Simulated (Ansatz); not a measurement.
# AlPtO, relaxed

The start is AlPtO, a borrowed structure type, volume estimated. Where does it settle when we relax the atoms in a fixed cell, and what is it like there?

Method: DFT, r2SCAN, no spin polarisation, plane waves, PAW, in Ansatz 0.2.0.

## (1) The structure

The structure is orthorhombic, space group Pmmn (No. 59). The conventional cell has a = 3.326 Å, b = 3.335 Å, c = 7.067 Å, α = 90.00°, β = 90.00°, γ = 90.00°. Al (site symmetry mm2) is surrounded by 4 O at 1.67 to 1.90 Å. Around O (site symmetry mm2) lie 4 Al at 1.67 to 1.90 Å. Pt (site symmetry mm2) has 2 Al at 2.33 Å and 1 O at 2.54 Å as nearest neighbours.

In its conventional cell, by symmetry (the run takes the cell typed in the input):

```cif
data_structure
_symmetry_space_group_name_H-M 'Pmmn:1'
_symmetry_Int_Tables_number 59
_cell_length_a 3.3260
_cell_length_b 3.3352
_cell_length_c 7.0666
_cell_angle_alpha 90.000
_cell_angle_beta 90.000
_cell_angle_gamma 90.000
_cell_volume 78.39
loop_
_atom_site_label
_atom_site_type_symbol
_atom_site_symmetry_multiplicity
_atom_site_Wyckoff_symbol
_atom_site_fract_x
_atom_site_fract_y
_atom_site_fract_z
_atom_site_occupancy
Al1 Al 2 b 0.00000 0.50000 0.07000 1
O1 O 2 a 0.50000 0.50000 0.94000 1
Pt1 Pt 2 a 0.50000 0.50000 0.30000 1
```

It starts from an earlier solution of the starting cell (checkpoint.read).

## (2) The relaxation

Contents of input.yaml:

```yaml
crystal:
  lattice:
    - [3.335193, 0.0, 0.0]
    - [0.0, 3.32598, 0.0]
    - [0.0, 0.0, 7.066555]
  atoms:
    - { symbol: Al, position: [0.0, 0.5, 0.07] }
    - { symbol: Al, position: [0.5, 0.0, 0.93] }
    - { symbol: O, position: [0.0, 0.0, 0.94] }
    - { symbol: O, position: [0.5, 0.5, 0.06] }
    - { symbol: Pt, position: [0.0, 0.0, 0.3] }
    - { symbol: Pt, position: [0.5, 0.5, 0.7] }
  symmetry: { tolerance: 0.0003 }
kpoints:
  mp_grid: { grid: [7, 7, 3], shift: [0, 0, 0] }
magnetization:
  spin_polarized: false
scf:
  occupations: { method: fermi_dirac }
  lower_state_search: "off"
hamiltonian:
  pseudopotentials: { kind: paw }
  xc: r2scan
basis:
  ecutwfc: 500
  fft_grid_basis: typed
relax:
  max_steps: 80
  f_tol: 0.03
output:
  forces: true
  stress: true
  eigenvalues: true
  bader: true
  populations: true
  elf: true
  write_potential: true
  volumetric_format: npy
  dos:
    e_range: [-12, 8]
    de: 0.05
    projected: { site_lists: { Al: [Al], O: [O], Pt: [Pt] } }
  write_density: true
checkpoint:
  read: saved_state
```

Launch:

```sh
ansatz run input.yaml --threads 2 --pin off --max-ram 3584MiB --backend cpu --events-out ev --progress --plain --runs-dir out
```

The program printed, cut to the lines that bear on the results:

```text
Warning: output.stress: scf.convergence.dr2_threshold = 1e-7 eV (the SCF's general default) is looser than the 6e-10 eV advised for a printed stress (1e-10 eV for each atom of the cell: 6). What an SCF threshold leaves in a stress goes as its square root, and in the free energy as the [...]
Warning: RAYON_NUM_THREADS=2 ignored (pool sized by the plan → 2); use --threads N
[...]
Pseudopotentials: kind: paw
Pseudopotential: Al, paw, valence charge 3, recommended cutoff 500 eV (meta_gga), Al.paw.azcp
Pseudopotential: O, paw, valence charge 6, recommended cutoff 500 eV (meta_gga), O.paw.azcp
Pseudopotential: Pt, paw, valence charge 18, recommended cutoff 500 eV (meta_gga), Pt.paw.azcp
Functional definition: r2SCAN
[...]
Crystal: 6 atoms, lattice volume = 78.388 Å³
Basis set: ecut = 500 eV, 1965 PW (Γ), exchange–correlation on 100×100×216 points (64 copies of the dense FFT grid, shifted against one another)
Bands: 33, of which v1, the nominal top of the filled ones, is band 27 counted from 1 (26 counted from 0)
Symmetry: 8 space group operations
Space group: Pmmn (ITA 59), of the structure as read, at distance tolerance 1.3e-3 Å
k-points: 32 of 147
[...]
SCF iter   1: F=-27289.944986 eV  HF=-27289.936545 eV  |F-HF|=8.44e-3  |Δ(HF+E_count)|=         —  Δρ=7.92e-3  dr2=3.87e-2  dr2_τ=5.83e-3  ethr=7.47e-5  ⟨swp⟩=1.8  Hψ=6550  notcnv=0
[...]
relax step   1: F+E_penalty+E_count = -27289.95492959 eV  Δ(F+E_penalty+E_count) = +0.000e0 eV  max|allowed force component| = 5.511e0 eV/Å  Δτ_max = 0.0000 Å  (7 SCF iters, accepted)
[...]
relax step   4: F+E_penalty+E_count = -27295.34392546 eV  Δ(F+E_penalty+E_count) = -1.662e0 eV  max|allowed force component| = 1.850e0 eV/Å  Δτ_max = 0.1953 Å  (8 SCF iters, dr2 threshold 1.00e-4 eV, accepted)
[...]
relax step   5: F+E_penalty+E_count = -27296.16034030 eV  Δ(F+E_penalty+E_count) = -8.164e-1 eV  max|allowed force component| = 9.621e-1 eV/Å  Δτ_max = 0.1950 Å  (8 SCF iters, dr2 threshold 1.00e-4 eV, accepted)
SCF iter   1: F=-27296.161359 eV  HF=-27295.679453 eV  |F-HF|=4.82e-1  |Δ(HF+E_count)|=         —  Δρ=1.09e-2  dr2=1.28e-1  dr2_τ=2.03e0  ethr=1.66e-3  ⟨swp⟩=3.6  Hψ=2928  notcnv=0  defer=13
[...]
```

## (3) More of the same log

Output, continued, cut to the lines that bear on the results:

```text
SCF iter   2: F=-27296.253232 eV  HF=-27296.261893 eV  |F-HF|=8.66e-3  |Δ(HF+E_count)|=   5.82e-1  Δρ=5.67e-3  dr2=2.15e-2  dr2_τ=1.54e-3  ethr=2.37e-4  ⟨swp⟩=2.0  Hψ=2113  notcnv=0  defer=18
[...]
relax step   6: F+E_penalty+E_count = -27296.26126315 eV  Δ(F+E_penalty+E_count) = -1.009e-1 eV  max|allowed force component| = 4.398e-1 eV/Å  Δτ_max = 0.0677 Å  (7 SCF iters, dr2 threshold 1.00e-4 eV, accepted)
[...]
relax step   9: F+E_penalty+E_count = -27296.28775527 eV  Δ(F+E_penalty+E_count) = -2.695e-4 eV  max|allowed force component| = 7.365e-2 eV/Å  Δτ_max = 0.0071 Å  (7 SCF iters, accepted)
[...]
relax step  10: F+E_penalty+E_count = -27296.28802354 eV  Δ(F+E_penalty+E_count) = -2.683e-4 eV  max|allowed force component| = 1.593e-3 eV/Å  Δτ_max = 0.0033 Å  (6 SCF iters, accepted)
[...]
    - { symbol: Al, position: [1.860944830581522e-36, 0.5, 0.12621254525648087] }
    - { symbol: Al, position: [0.5, 9.04775596397169e-37, 0.8737874547435192] }
    - { symbol: O, position: [-5.808403562118084e-36, -5.428653578383013e-36, 0.9641154783873013] }
    - { symbol: O, position: [0.5, 0.5, 0.03588452161269887] }
    - { symbol: Pt, position: [2.3120829713285576e-36, 9.04775596397169e-37, 0.4266374835892286] }
    - { symbol: Pt, position: [0.5, 0.5, 0.5733625164107714] }
--- Löwdin populations: 6 sites ---
  site symbol       q [e]
     0     Al      2.0690
     1     Al      2.0690
     2      O      6.8712
     3      O      6.8712
     4     Pt     17.8774
     5     Pt     17.8774
  spilling = 0.006754 (of n_electrons = 54.000000)
--- Bader charges: 6 sites ---
  site symbol  charge [e]  shift [e]
     0     Al      2.4307     0.0012
     1     Al      2.4307     0.0012
     2      O     -1.7396     0.0019
     3      O     -1.7397     0.0019
     4     Pt     -0.6910     0.0007
     5     Pt     -0.6910     0.0007
  estimated error of the sums over rays = 5.4e-4 e
```

It took 2.3 min on 2 threads of Arm Neoverse V1, shared host; peak memory 0.59 GiB.

Relaxation path:

| step | energy from step 1 (eV/cell) | largest force component (eV/Å) |
| --- | --- | --- |
| 1 | 0.0000 | 5.5109 |
| 2 | -1.9693 | 3.5920 |
| 3 | -3.7266 | 3.1045 |
| 4 | -5.3890 | 1.8498 |
| 5 | -6.2054 | 0.9621 |
| 6 | -6.3063 | 0.4398 |
| 7 | -6.3238 | 0.2326 |
| 8 | -6.3326 | 0.0770 |
| 9 | -6.3328 | 0.0737 |
| 10 | -6.3331 | 0.0016 |

Step 1 is the start.

The largest move, 0.89 Å, is shared by several atoms, Pt6 among them.

## (4) States by energy

Counts of states in windows (eV from the Fermi level; tetrahedra), total and projected:

| from | to | total | Al p | O p | Pt s | Pt d |
| --- | --- | --- | --- | --- | --- | --- |
| -4.5 | -4.0 | 2.35 | 0.08 | 0.71 | 0.03 | 1.47 |
| -4.0 | -3.5 | 2.73 | 0.15 | 0.73 | 0.11 | 1.64 |
| -3.5 | -3.0 | 3.13 | 0.13 | 1.29 | 0.13 | 1.49 |
| -3.0 | -2.5 | 1.61 | 0.05 | 0.36 | 0.04 | 1.12 |
| -2.5 | -2.0 | 2.22 | 0.10 | 0.18 | 0.08 | 1.82 |
| -2.0 | -1.5 | 1.53 | 0.09 | 0.08 | 0.03 | 1.26 |
| -1.5 | -1.0 | 2.34 | 0.12 | 0.08 | 0.06 | 2.00 |
| -1.0 | -0.5 | 1.57 | 0.11 | 0.06 | 0.05 | 1.29 |
| -0.5 | 0.0 | 0.97 | 0.12 | 0.03 | 0.11 | 0.62 |
| 0.0 | 0.5 | 0.83 | 0.07 | 0.02 | 0.08 | 0.62 |
| 0.5 | 1.0 | 0.78 | 0.13 | 0.03 | 0.14 | 0.39 |
| 1.0 | 1.5 | 0.46 | 0.12 | 0.02 | 0.07 | 0.12 |
| 1.5 | 2.0 | 0.19 | 0.07 | 0.01 | 0.02 | 0.04 |
| 2.0 | 2.5 | 0.56 | 0.19 | 0.03 | 0.08 | 0.10 |
| 2.5 | 3.0 | 0.57 | 0.18 | 0.03 | 0.07 | 0.08 |
| 3.0 | 3.5 | 0.84 | 0.29 | 0.04 | 0.08 | 0.09 |

## (5) How the electrons are shared

By element, from the tables in the log (a charge is positive for electrons lost): Löwdin charges also hold the electrons that the projection spills.

| element | atoms | Bader charge (e) | Bader volume (Å³) | Löwdin charge (e) |
| --- | --- | --- | --- | --- |
| Al | 2 | +2.43 | 4.3 | +0.93 |
| O | 2 | -1.74 | 12.6 | -0.87 |
| Pt | 2 | -0.69 | 22.3 | +0.12 |

Löwdin charges rest on a small set of atomic orbitals that misses 0.7 % of the electrons, so they need not add up to the cell's charge and can differ from Bader's even in sign.

## (6) Fields in real space

Maps in the plane spanned by b and c at height 0.500 along a (axes of the input's cell), one cell: b runs left to right (10 points from zero), c bottom to top (21 points), 90° apart. Near the nuclei they are pseudo-fields.

Valence density. Ten steps from '0' (0.03 e/Å³) to '9' (12.00 e/Å³), finer at the low end (step k begins (100^(k/10) - 1)/99 of the way up):
```
0123565321
0012333210
0011111110
0111111111
1222222222
2223444322
1235777532
1247999742
1247999742
1236898632
1224676422
1122343221
1111111111
1000000000
0000000000
0000000000
0001121100
0012343210
0024676420
0125898521
1125787521
```

ELF. Ten even steps from '0' (0.01) to '9' (0.84):
```
0069999960
0016777610
0002111200
0045323540
6887555788
7765555567
5444666444
2336777633
2247878742
1236777632
2223676322
2222333222
2222222222
1111111111
1110000011
0000000000
0001343100
0026888620
0058989850
0169727961
0179959971
```

Atoms within 0.2 Å of the plane, in fractions of b and c: Al at (0.00, 0.87), O at (0.50, 0.04), Pt at (0.50, 0.57).

Scans along the contacts give these minima of the density:

| contact | length (Å) | minimum at (fraction) | density (e/Å³) | ELF |
| --- | --- | --- | --- | --- |
| Al1–O4 | 1.786 | none clear | – | – |
| Pt5–Pt6 | 2.573 | 0.50 | 0.540 | 0.33 |
| Pt5–Al1 | 2.697 | none clear | – | – |

```
fraction  Al1–O4  Pt5–Pt6  Pt5–Al1
     0.2  0.0731     6.61     6.18
     0.3   0.165     2.49     2.13
     0.4   0.384    0.806    0.684
     0.5   0.753     0.54    0.363
     0.6    1.43    0.806    0.267
     0.7    2.92     2.49    0.198
     0.8     5.3     6.62    0.097
```

(Smooth valence density in e/Å³ at fractions of each contact.)

## (7) What came out

| quantity | value |
| --- | --- |
| moves | 9 |
| energy gained | 1055.5 meV/atom |
| largest move | 0.89 Å (Pt) |
| space group (0.01 Å), before / after | Pmmn / Pmmn |
| pressure left in the fixed cell | 3.6 GPa |
| character | metal |
| density of states, mean within 0.25 eV of the Fermi level | 0.73 per eV per cell |
| Bader charges | Al +2.43, O -1.74, Pt -0.69 e |

In the fixed cell the largest move of an atom is 0.89 Å; the energy fell by 1055.5 meV per atom. The fixed cell still holds a mean pressure of 3.6 GPa, from stresses of opposite sign along its axes, so its shape would change if let free. With 8 symmetry operations imposed, the end may be a saddle point towards distortions that break them. Bands cross the Fermi level: a metal; within 0.25 eV of the Fermi level the density of states averages 0.73 per eV per cell, mostly Pt d (69 %), but it varies sharply: 0.23 at the Fermi level itself, on this mesh. Al loses most charge (+2.43 e on average) and O gains most (-1.74 e).

Limits of this run: the SCF threshold is loose for a stress.
